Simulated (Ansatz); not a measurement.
**RuBr: a trial structure relaxed**

Where does RuBr go from the start given, rock salt type (Fm-3m, No. 225)?

The COD cell was measured well above room temperature, so it is larger than a cold one.

Computed with Ansatz 0.2.0 (DFT r2SCAN, scalar-relativistic, plane waves, PAW, unless a step's input says otherwise).

### Step 1. Starting point

The structure is cubic, space group Fm-3m (No. 225). Conventional cell: a = 5.573 Å, b = 5.573 Å, c = 5.573 Å, α = 90.00°, β = 90.00°, γ = 90.00°. Around Ru (site symmetry m-3m) lie 6 Br at 2.79 Å. Br (site symmetry m-3m) is surrounded by 6 Ru at 2.79 Å.

Coordinates:

```cif
data_structure
_symmetry_space_group_name_H-M 'Fm-3m'
_symmetry_Int_Tables_number 225
_cell_length_a 5.5734
_cell_length_b 5.5734
_cell_length_c 5.5734
_cell_angle_alpha 90.000
_cell_angle_beta 90.000
_cell_angle_gamma 90.000
_cell_volume 173.13
loop_
_atom_site_label
_atom_site_type_symbol
_atom_site_symmetry_multiplicity
_atom_site_Wyckoff_symbol
_atom_site_fract_x
_atom_site_fract_y
_atom_site_fract_z
_atom_site_occupancy
Ru1 Ru 4 a 0.00000 0.00000 0.00000 1
Br1 Br 4 b 0.50000 0.00000 0.00000 1
```

(A quick probe on a coarse mesh, which set the mesh and smearing, is not shown.)

### Step 3. The relaxation

Contents of input.yaml:

```yaml
crystal:
  lattice:
    - [0.0, 2.7867043505, 2.7867043505]
    - [2.7867043505, 0.0, 2.7867043505]
    - [2.7867043505, 2.7867043505, 0.0]
  atoms:
    - { symbol: Ru, position: [0.0, 0.0, 0.0], spin: 2.56 }
    - { symbol: Br, position: [0.5, 0.5, 0.5], spin: 0.14 }
basis:
  ecutwfc: 500
kpoints:
  mp_grid: { grid: [18, 18, 18] }
hamiltonian:
  xc: r2scan
scf:
  occupations: { method: gaussian, width: 0.1 }
output:
  forces: true
  stress: true
  eigenvalues: true
  populations: true
magnetization:
  spin_polarized: true
relax:
  adjacent_minimum: "off"
  f_tol: 0.01
  max_steps: 80
  cell: { stress_tol: 0.05 }
```

On the command line:

```bash
$ ansatz run input.yaml --threads 1 --pin off --max-ram 2560MiB --backend cpu --events-out ev --progress --plain --runs-dir out
```

What does the calculation give?

**Answer**, as computed:

Formation energies count from the elements, computed with the same settings in runs not shown here.

| quantity | value |
| --- | --- |
| cell (conventional) | a = 5.573 Å, b = 5.573 Å, c = 5.573 Å, α = 90.00°, β = 90.00°, γ = 90.00° |
| space group | Fm-3m (No. 225) |
| volume | 21.64 Å³/atom |
| gap on the mesh | none (metal) |
| formation energy from the elements | +1.044 eV/atom |
| largest moment | 2.40 μB |

What this shows: The space group stayed Fm-3m, and from the first guess the volume stayed at 21.64 Å³/atom. The formation energy of +1.04 eV/atom is positive, so the elements lie lower than this structure; another structure of the compound can lie lower. Other magnetic orders or occupations could lie lower; they were not searched in full.
